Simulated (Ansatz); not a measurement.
# B3As: the cost of one run

Method: DFT PBE, scalar-relativistic, plane waves, PAW, in Ansatz 0.2.0.

### 1 The structure to begin with

Symmetry: Pm-3n, No. 223, cubic system. Conventional cell: a = 4.797 Å, b = 4.797 Å, c = 4.797 Å, α = 90.00°, β = 90.00°, γ = 90.00°. Around B (site symmetry -4m2) lie 2 B at 2.40 Å and 4 As at 2.68 Å. As (site symmetry m-3) has 12 B at 2.68 Å in its first shell of neighbours.

As a file:

```
CELL_PARAMETERS angstrom
4.79748 0.00000 0.00000
0.00000 4.79748 0.00000
0.00000 0.00000 4.79748
ATOMIC_POSITIONS crystal
B 0.25000 0.00000 0.50000
B 0.75000 0.00000 0.50000
B 0.50000 0.25000 0.00000
B 0.50000 0.75000 0.00000
B 0.00000 0.50000 0.25000
B 0.00000 0.50000 0.75000
As 0.00000 0.00000 0.00000
As 0.50000 0.50000 0.50000
```

Recipe of the guess: random cell by space group and Wyckoff sites (Pm-3n, No. 223). The dimensions are guesses.

### 2 The guess as it stands, on a coarse mesh

File input.yaml:

```yaml
crystal:
  lattice:
    - [4.79748151, 0.0, 0.0]
    - [0.0, 4.79748151, 0.0]
    - [0.0, 0.0, 4.79748151]
  atoms:
    - { symbol: B, position: [0.25, 0.0, 0.5] }
    - { symbol: B, position: [0.75, 0.0, 0.5] }
    - { symbol: B, position: [0.5, 0.25, 0.0] }
    - { symbol: B, position: [0.5, 0.75, 0.0] }
    - { symbol: B, position: [0.0, 0.5, 0.25] }
    - { symbol: B, position: [0.0, 0.5, 0.75] }
    - { symbol: As, position: [0.0, 0.0, 0.0] }
    - { symbol: As, position: [0.5, 0.5, 0.5] }
basis:
  ecutwfc: 420
kpoints:
  mp_grid: { grid: [4, 4, 4] }
hamiltonian:
  xc: pbe
scf:
  occupations: { method: gaussian, width: 0.1 }
  lower_state_search: "off"
output:
  forces: true
  stress: true
  eigenvalues: true
```

Run with:

```bash
ansatz run input.yaml --threads 1 --pin off --max-ram 2560MiB --backend cpu --events-out ev --progress --plain --runs-dir out
```

**Question.** How long does this run take on 1 thread of Intel Xeon at 2.50GHz (Skylake/Cascade Lake), shared host, and how much memory does it need?

About 5.2 s, with a peak of 0.38 GiB.
